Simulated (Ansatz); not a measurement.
# H₄O₃STi: up Jacob's ladder to CCSD(T)

The task here is to estimate one member of a computed series from the others.

Method: functionals in def2-TZVPP, the program's frozen cores in correlated methods; program: Ansatz 0.2.0, Gaussian basis.

Plan: LDA (SPW92), PBE-D4, revPBE-D4, BLYP-D4, r2SCAN-D4, B97M-V, PBE0-D4, B3LYP-D4, r2SCANh-D4, r2SCAN0-D4, HSE06-D4, BHLYP-D4, CAM-B3LYP-D4, LC-ωPBE, ωB97X-V, ωB97M-V, B2PLYP, PBE-QIDH; CCSD(T)/def2-SVP; CCSD(T)/def2-TZVPP; MP2/def2-QZVPP; extrapolation to the limit; RPA on PBE.

## Structure used throughout

An earlier PBE0-D4 in a triple-zeta def2 set relaxation fixed the geometry.

SMILES `[OH][Ti]([OH])([OH])[SH]`, 9 atoms, charge 0, spin multiplicity 1.

Atoms are counted from 1 here; the program's logs count them from 0.

Bond lengths: O1–Ti2 1.793 Å, O1–H6 0.958 Å, Ti2–O3 1.788 Å, Ti2–O4 1.784 Å, Ti2–S5 2.312 Å, O3–H7 0.958 Å, O4–H8 0.957 Å, S5–H9 1.346 Å. Angles: Ti2–O1–H6 131.0°, O1–Ti2–O3 111.7°, O1–Ti2–O4 110.0°, O1–Ti2–S5 109.8°, O3–Ti2–O4 111.0°, O3–Ti2–S5 105.9°, O4–Ti2–S5 108.3°, Ti2–O3–H7 131.9°, Ti2–O4–H8 135.1°, Ti2–S5–H9 92.0°.

Set-up of the first run:

in.yaml reads:

```yaml
crystal:
  periodic: [false, false, false]
  atoms:
    - {symbol: O, position_ang: [-0.203133, 1.308294, -1.266506]}
    - {symbol: Ti, position_ang: [0.243366, 0.048114, -0.072466]}
    - {symbol: O, position_ang: [2.010755, -0.217242, -0.019445]}
    - {symbol: O, position_ang: [-0.620655, -1.470172, -0.435471]}
    - {symbol: S, position_ang: [-0.357128, 0.735583, 2.051531]}
    - {symbol: H, position_ang: [-0.860828, 1.309663, -1.963298]}
    - {symbol: H, position_ang: [2.536010, -1.016881, 0.033194]}
    - {symbol: H, position_ang: [-1.181373, -2.067095, 0.060146]}
    - {symbol: H, position_ang: [-1.478614, 1.323434, 1.595215]}
basis:
  gaussian: {orbitals: def2-TZVPP}
hamiltonian: {xc: lda}
output: {orbitals: {seedname: orbitals}}
```

Run with:

```bash
$ ansatz run in.yaml --threads 4 --pin off --events-out ev --progress --plain --max-ram 10444MiB
```

Among the steps run: LDA; PBE-D4 (GGA); revPBE-D4 (GGA); BLYP-D4 (GGA); r2SCAN-D4 (meta-GGA); B97M-V (meta-GGA); B3LYP-D4 (hybrid); r2SCANh-D4 (hybrid); r2SCAN0-D4 (hybrid); HSE06-D4 (hybrid); BHLYP-D4 (hybrid); CAM-B3LYP-D4 (range-separated); LC-ωPBE (range-separated); ωB97X-V (range-separated); ωB97M-V (range-separated); B2PLYP (double hybrid); PBE-QIDH (double hybrid).

One of the session's tables, all rows but one given; the rest of the session is left out.

It belongs to the step «Frontier levels by functional». 

| functional | HOMO (eV) | LUMO (eV) | gap (eV) |
| --- | --- | --- | --- |
| LDA (SPW92) | -6.25 | -2.95 | 3.30 |
| PBE-D4 | -6.09 | -2.73 | 3.37 |
| revPBE-D4 | -6.03 | -2.65 | 3.38 |
| BLYP-D4 | -5.94 | -2.64 | 3.30 |
| r2SCAN-D4 | -6.38 | -2.65 | 3.73 |
| B97M-V | ? | ? | ? |
| PBE0-D4 | -7.31 | -1.77 | 5.54 |
| B3LYP-D4 | -7.07 | -2.05 | 5.02 |
| r2SCANh-D4 | -6.83 | -2.28 | 4.55 |
| r2SCAN0-D4 | -7.51 | -1.70 | 5.80 |
| HSE06-D4 | -6.91 | -2.15 | 4.76 |
| BHLYP-D4 | -8.39 | -0.64 | 7.75 |
| CAM-B3LYP-D4 | -8.61 | -0.69 | 7.92 |
| LC-ωPBE | -9.97 | 0.44 | 10.41 |
| ωB97X-V | -9.62 | 0.43 | 10.05 |
| ωB97M-V | -9.46 | 0.42 | 9.88 |

**Question.** Estimate the row for B97M-V.

The run gave: HOMO (eV): -6.44; LUMO (eV): -2.64; gap (eV): 3.79. In the column «HOMO (eV)» it lies between r2SCANh-D4 (-6.83) and r2SCAN-D4 (-6.38).
